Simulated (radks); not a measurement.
**O in [He] 2s2 2p3.75 3p0.25: an all-electron calculation**

Aim: the levels, the sizes of the orbitals and the parts of the energy of neutral oxygen.

The numbers are computed with radks (a radial shooting solver on a logarithmic mesh, Libxc functionals) version 1 (Dirac Kohn-Sham, exchange-only LDA, spin-unpolarised, spherical densities, finite nucleus; open shells are shared between the two j in proportion to 2j + 1), except any that are marked as measured or tabulated.

### 1 The atom as given

| Item | Value |
| --- | --- |
| element | oxygen (Z = 8) |
| charge | 0 |
| electrons | 8 |
| configuration | [He] 2s2 2p3.75 3p0.25 |
| nuclear rms radius | 2.6991 fm |

### 2 The calculation

Input:

```text
Z 8
configuration [He] 2s2 2p3.75 3p0.25 3s0 3d0 4p0 4f0
relativity Dirac
functional lda,
spin unpolarised
j_filling average
nucleus finite rms 2.6991 fm
c 137.035999084
```

Command:

```bash
$ python run_ks.py task.json out
```

The same process makes all the runs of this session.

Q: Predict the outcome of this run.

As calculated:

```
                        quantity                   value
                    total energy       -73.89630 hartree
exchange-correlation share of it                  9.63 %
                            −T/E                  1.0015
          highest occupied level        3p3/2, -0.258 eV
    most extended occupied level  3p3/2, <r> = 14.9 bohr
 radius at density 0.001 e/bohr³               3.21 bohr
    maxima of the radial density                       3
```

What this shows: The radial density shows 3 maxima for 3 occupied principal shells. This is not the tabulated ground configuration, so its levels and sizes aren't those of the ground state, and no measured value stands beside it.
